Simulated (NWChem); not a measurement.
# One shape, several levels: CH2Cl3Si (SMILES [CH2][Si](Cl)(Cl)Cl)

Wanted: a comparison of 4 runs (UHF/STO-3G, UHF/3-21G, UB3LYP/6-31G*) of CH2Cl3Si. 

The calculation is run with NWChem 7.3.0.

## 1. Starting point

The species is CH2Cl3Si (7 atoms), meant as a doublet with charge 0. As SMILES, `[CH2][Si](Cl)(Cl)Cl`. The coordinates come from a PBE0-D4/def2-TZVP relaxation.

Bond lengths: C1–Si2 1.816 Å, Si2–Cl3 2.036 Å, Si2–Cl4 2.040 Å, Si2–Cl5 2.036 Å, C1–H6 1.084 Å, C1–H7 1.084 Å. Angles: C1–Si2–Cl3 110.2°, C1–Si2–Cl4 111.2°, C1–Si2–Cl5 110.2°, Cl3–Si2–Cl4 108.0°, Cl3–Si2–Cl5 109.3°, Cl4–Si2–Cl5 108.0°, Si2–C1–H6 121.7°, Si2–C1–H7 121.7°, H6–C1–H7 116.5°.

## 2. Energy and gradient at UHF/STO-3G (run 1)

run.py

```python
from ase import Atoms
from ase.calculators.nwchem import NWChem

atoms = Atoms(['C', 'Si', 'Cl', 'Cl', 'Cl', 'H', 'H'], positions=[
    [-0.226900, 0.723200, 0.889000],
    [0.146000, -0.402200, -0.487200],
    [1.325400, -1.931400, 0.156200],
    [-1.559900, -1.206300, -1.264000],
    [1.101300, 0.602800, -1.977500],
    [-0.290500, 0.371000, 1.912600],
    [-0.434000, 1.775000, 0.725100],
])

calc = NWChem(
    label='ch2cl3si',
    theory='scf',
    memory='2200 mb',
    basis='STO-3G',
    basispar='spherical bse',
    scf={'nopen': '1', 'uhf': None, 'thresh': '1e-08', 'maxiter': '80'},
)
atoms.calc = calc

forces = atoms.get_forces()
print(f"energy = {atoms.get_potential_energy():.6f} eV")
print("forces (eV/A):")
for s, f in zip(atoms.symbols, forces):
    print(f"{s:2s} {f[0]:10.5f} {f[1]:10.5f} {f[2]:10.5f}")
```

Started as:

```sh
$ export ASE_NWCHEM_COMMAND="nwchem PREFIX.nwi > PREFIX.nwo"
$ python run.py
```

The log of the run:

```text
energy = -45933.819114 eV
forces (eV/A):
C    -0.13123    0.40685    0.49057
Si   -0.24467    0.51731    0.64056
Cl    0.72500   -0.90307    0.37662
Cl   -0.98936   -0.45298   -0.43375
Cl    0.59315    0.59341   -0.88271
H     0.01255    0.02530   -0.18461
H     0.03456   -0.18682   -0.00668
```

The calculator wrote ch2cl3si.nwi:

```
title "ch2cl3si"

permanent_dir ch2cl3si

scratch_dir ch2cl3si

start ch2cl3si

geometry units angstrom nocenter noautosym noautoz
  C  -2.2689999999999999e-01 7.2319999999999995e-01 8.8900000000000001e-01
  Si 1.4599999999999999e-01 -4.0220000000000000e-01 -4.8720000000000002e-01
  Cl 1.3253999999999999e+00 -1.9314000000000000e+00 1.5620000000000001e-01
  Cl -1.5599000000000001e+00 -1.2062999999999999e+00 -1.2640000000000000e+00
  Cl 1.1012999999999999e+00 6.0280000000000000e-01 -1.9775000000000000e+00
  H  -2.9049999999999998e-01 3.7100000000000000e-01 1.9126000000000001e+00
  H  -4.3400000000000000e-01 1.7749999999999999e+00 7.2509999999999997e-01
end

memory 2200 mb

basis spherical bse noprint
   * library STO-3G
end

scf
  nopen 1
  uhf
  thresh 1e-08
  maxiter 80
end

task scf gradient
```

ch2cl3si.nwo:

```text
Northwest Computational Chemistry Package (NWChem) 7.3.0
             --------------------------------------------------------

           Job information
           ---------------

    nwchem branch   = 7.3.0
    use scalapack   = T
    input           = ch2cl3si.nwi
    prefix          = ch2cl3si.
    data base       = ch2cl3si/ch2cl3si.db
    status          = startup
    nproc           =        1

           Memory information
           ------------------

[... 5 lines left out ...]
    hardfail = no
[... 129 lines left out ...]
 1-e energy   =   -3192.635856
[... 9 lines left out ...]
 Convergence threshold     :          1.000E-08
[... 16 lines left out ...]
      One electron energy =  -3188.101538303717
[... 9 lines left out ...]
          Final alpha eigenvalues
[... 272 lines left out ...]
                     UHF Final Beta Molecular Orbital Analysis
[... 272 lines left out ...]
                 ----------------------------------------
                 |  Time  |  1-e(secs)   |  2-e(secs)   |
                 ----------------------------------------
                 |  CPU   |       0.00   |       0.49   |
                 ----------------------------------------
                 |  WALL  |       0.00   |       0.49   |
                 ----------------------------------------

 Task  times  cpu:        2.8s     wall:        2.8s
 Total times  cpu:        2.8s     wall:        2.8s
```

It took 3.9 s on 1 thread of Intel Xeon 6975P-C (Granite Rapids), shared host; peak memory 0.099 GiB.

## 3. Energy and forces at UHF/3-21G (run 2)

calc.nw

```
start calc
title "CH2Cl3Si gradient"
memory 2200 mb

geometry noautosym nocenter noautoz
  C     -0.226900     0.723200     0.889000
  Si     0.146000    -0.402200    -0.487200
  Cl     1.325400    -1.931400     0.156200
  Cl    -1.559900    -1.206300    -1.264000
  Cl     1.101300     0.602800    -1.977500
  H     -0.290500     0.371000     1.912600
  H     -0.434000     1.775000     0.725100
end

basis spherical bse
  * library 3-21G
end

scf
  doublet
  uhf
  thresh 1e-08
  maxiter 80
  print medium
end

task scf gradient
```

Started as:

```sh
$ nwchem calc.nw > calc.out
```

The log of the run:

```text
[...]
  functions       =    65
[...]
  wavefunction    = UHF
[...]
         Total SCF energy =  -1698.193151555120
      One electron energy =  -3197.675201951432
      Two electron energy =   1073.086172291293
 Nuclear repulsion energy =    426.395878105020
                       Sz =      0.5000
                 Sz(Sz+1) =      0.7500
                      S^2 =      0.7607
[...]
                         UHF ENERGY GRADIENTS
    atom               coordinates                        gradient
                 x          y          z           x          y          z
   1 C      -0.428779   1.366650   1.679966    0.004728  -0.015399  -0.018744
   2 Si      0.275900  -0.760048  -0.920675    0.006714  -0.017516  -0.021509
   3 Cl      2.504643  -3.649817   0.295175   -0.026561   0.033550  -0.014977
   4 Cl     -2.947784  -2.279576  -2.388614    0.038297   0.017475   0.016738
   5 Cl      2.081155   1.139127  -3.736933   -0.021580  -0.022966   0.032618
   6 H      -0.548965   0.701088   3.614290   -0.000390  -0.001551   0.006287
   7 H      -0.820141   3.354264   1.370240   -0.001209   0.006407  -0.000413
[...]
```

Run time: 4.5 s. Hardware: 1 thread of Intel Xeon 6975P-C (Granite Rapids), shared host; peak memory 0.099 GiB.

## 4. Energy and forces at UB3LYP/6-31G(d) (spherical functions) (run 3)

run.py, as its differences from that of step 2:

```diff
@@ -15,7 +15,7 @@
     label='ch2cl3si',
-    theory='scf',
+    theory='dft',
     memory='2200 mb',
-    basis='STO-3G',
+    basis='6-31G*',
     basispar='spherical bse',
-    scf={'nopen': '1', 'uhf': None, 'thresh': '1e-08', 'maxiter': '80'},
+    dft={'xc': 'b3lyp', 'mult': '2', 'grid': 'fine', 'convergence': 'energy 1e-08', 'iterations': '100', 'mulliken': None},
 )
@@ -24,3 +24,4 @@
 forces = atoms.get_forces()
-print(f"energy = {atoms.get_potential_energy():.6f} eV")
+e = atoms.get_potential_energy()
+print(f"E = {e:.6f} eV")
 print("forces (eV/A):")
```

Started as:

```sh
$ export ASE_NWCHEM_COMMAND="nwchem PREFIX.nwi > PREFIX.nwo"
$ python run.py
```

The log of the run:

```text
E = -46517.261737 eV
forces (eV/A):
C    -0.01208    0.11745    0.13771
Si   -0.04952    0.13118    0.16219
Cl    0.33080   -0.41462    0.19664
Cl   -0.49339   -0.22230   -0.21237
Cl    0.26847    0.29578   -0.40191
H    -0.01687   -0.00699    0.10454
H    -0.02746    0.09950    0.01316
```

The calculator wrote ch2cl3si.nwi:

```
title "ch2cl3si"

permanent_dir ch2cl3si

scratch_dir ch2cl3si

start ch2cl3si

geometry units angstrom nocenter noautosym noautoz
  C  -2.2689999999999999e-01 7.2319999999999995e-01 8.8900000000000001e-01
  Si 1.4599999999999999e-01 -4.0220000000000000e-01 -4.8720000000000002e-01
  Cl 1.3253999999999999e+00 -1.9314000000000000e+00 1.5620000000000001e-01
  Cl -1.5599000000000001e+00 -1.2062999999999999e+00 -1.2640000000000000e+00
  Cl 1.1012999999999999e+00 6.0280000000000000e-01 -1.9775000000000000e+00
  H  -2.9049999999999998e-01 3.7100000000000000e-01 1.9126000000000001e+00
  H  -4.3400000000000000e-01 1.7749999999999999e+00 7.2509999999999997e-01
end

memory 2200 mb

basis spherical bse noprint
   * library 6-31G*
end

dft
  xc b3lyp
  mult 2
  grid fine
  convergence energy 1e-08
  iterations 100
  mulliken
end

task dft gradient
```

ch2cl3si.nwo:

```text
Northwest Computational Chemistry Package (NWChem) 7.3.0
             --------------------------------------------------------

           Job information
           ---------------

    nwchem branch   = 7.3.0
    use scalapack   = T
    input           = ch2cl3si.nwi
    prefix          = ch2cl3si.
    data base       = ch2cl3si/ch2cl3si.db
    status          = startup
    nproc           =        1

           Memory information
           ------------------

[... 5 lines left out ...]
    hardfail = no
[... 126 lines left out ...]
          Convergence on energy requested:  1.00D-08
[... 30 lines left out ...]
          total energy or number of iterations.
[... 86 lines left out ...]
      One electron energy =    -3209.681880217232
[... 1424 lines left out ...]
          Convergence on energy requested:  1.00D-08
[... 30 lines left out ...]
          total energy or number of iterations.
[... 38 lines left out ...]
                 ----------------------------------------
                 |  Time  |  1-e(secs)   |  2-e(secs)   |
                 ----------------------------------------
                 |  CPU   |       0.01   |       4.36   |
                 ----------------------------------------
                 |  WALL  |       0.01   |       4.36   |
                 ----------------------------------------

 Task  times  cpu:       29.2s     wall:       29.2s
 Total times  cpu:       29.2s     wall:       29.2s
```

Wall time 30 s (1 thread of Intel Xeon 6975P-C (Granite Rapids), shared host); peak memory 0.12 GiB.

## 5. Energy and forces at UB3LYP/6-31G(d) (Cartesian functions) (run 4)

ch2cl3si.nw

```
echo
start ch2cl3si
memory total 2200 mb
charge 0

geometry units angstroms noautosym nocenter noautoz
  C     -0.226900     0.723200     0.889000
  Si     0.146000    -0.402200    -0.487200
  Cl     1.325400    -1.931400     0.156200
  Cl    -1.559900    -1.206300    -1.264000
  Cl     1.101300     0.602800    -1.977500
  H     -0.290500     0.371000     1.912600
  H     -0.434000     1.775000     0.725100
end

basis
  * library 6-31G*
end

dft
  xc b3lyp
  mult 2
  grid fine
  convergence energy 1e-08
  iterations 100
  mulliken
  print medium
end

task dft gradient
```

Started as:

```sh
$ nwchem ch2cl3si.nw > ch2cl3si.out
```

The log of the run:

```text
[...]
          Wavefunction type:  spin polarized.
          No. of atoms     :     7
          No. of electrons :    73
[...]
          Charge           :     0
          Spin multiplicity:     2
[...]
          AO basis - number of functions:    95
[...]
              XC Information
              --------------
                         B3LYP Method XC Potential
                     Hartree-Fock (Exact) Exchange  0.200
                        Slater Exchange Functional  0.800 local
                    Becke 1988 Exchange Functional  0.720 non-local
              Lee-Yang-Parr Correlation Functional  0.810
                  VWN I RPA Correlation Functional  0.190 local
[...]
 d= 0,ls=0.0,diis     1  -1709.4074390176 -2.14D+03  8.41D-03  2.42D-01     2.8
[...]
 d= 0,ls=0.0,diis    11  -1709.4899283977 -2.23D-09  4.71D-08  1.04D-11    26.2
[...]
         Total DFT energy =    -1709.489928397731
      One electron energy =    -3209.456492024924
           Coulomb energy =     1185.545774663641
    Exchange-Corr. energy =     -111.975089141469
 Nuclear repulsion energy =      426.395878105020
[...]
      Total Density - Mulliken Population Analysis
     ---------------------------------------------
    Atom       Charge   Shell Charges
 -----------   ------   -------------------------------------------------------
    1 C    6     6.45   1.99  0.70  1.99  0.69  1.06  0.01
    2 Si  14    13.43   2.00  1.99  5.96  1.06  1.76  0.02  0.34  0.31
    3 Cl  17    17.18   2.00  1.99  5.97  1.46  3.65  0.55  1.59 -0.03
    4 Cl  17    17.17   2.00  1.99  5.97  1.46  3.65  0.54  1.58 -0.03
    5 Cl  17    17.18   2.00  1.99  5.97  1.46  3.65  0.55  1.59 -0.03
    6 H    1     0.80   0.52  0.28
    7 H    1     0.80   0.52  0.28
[...]
      <S2> =      0.7532 (Exact =     0.7500)
[...]
  wavefunction    = open shell
[...]
```

Run time: 33 s. Hardware: 1 thread of Intel Xeon 6975P-C (Granite Rapids), shared host; peak memory 0.13 GiB.

## 6. The series

```csv
run,level,iteration cap,module,energy (Eh),dipole moment (D),HOMO energy (eV),LUMO energy (eV),wall time
1,UHF/STO-3G,80,scf,-1688.036731,3.04,-11.00,5.42,3.9 s
2,UHF/3-21G,80,scf,-1698.193152,3.27,-12.06,0.88,4.5 s
3,UB3LYP/6-31G* (spherical functions),100,dft,-1709.477852,2.27,-7.46,-3.45,30 s
4,UB3LYP/6-31G* (Cartesian functions),100,dft,-1709.489928,2.27,-7.46,-3.45,33 s
```

## 7. Summary of results

| quantity | value |
| --- | --- |
| run 4: total energy | -1709.48993 Eh |
| run 4: dipole moment | 2.27 D |
| run 4: HOMO energy (highest over α and β) | -7.46 eV |
| run 4: LUMO energy (lowest over α and β) | -3.45 eV |
| run 4: ⟨S²⟩ | 0.753 |
| run 4: largest force on an atom | 0.590 eV/Å |

What this shows: The dipole moment (its size) runs from 2.27 D (UB3LYP/6-31G*) to 3.27 D (UHF/3-21G). The two ends differ in method and basis. In run 1 the basis is minimal, so the values are rough. All runs together took 71 s, the longest 33 s.
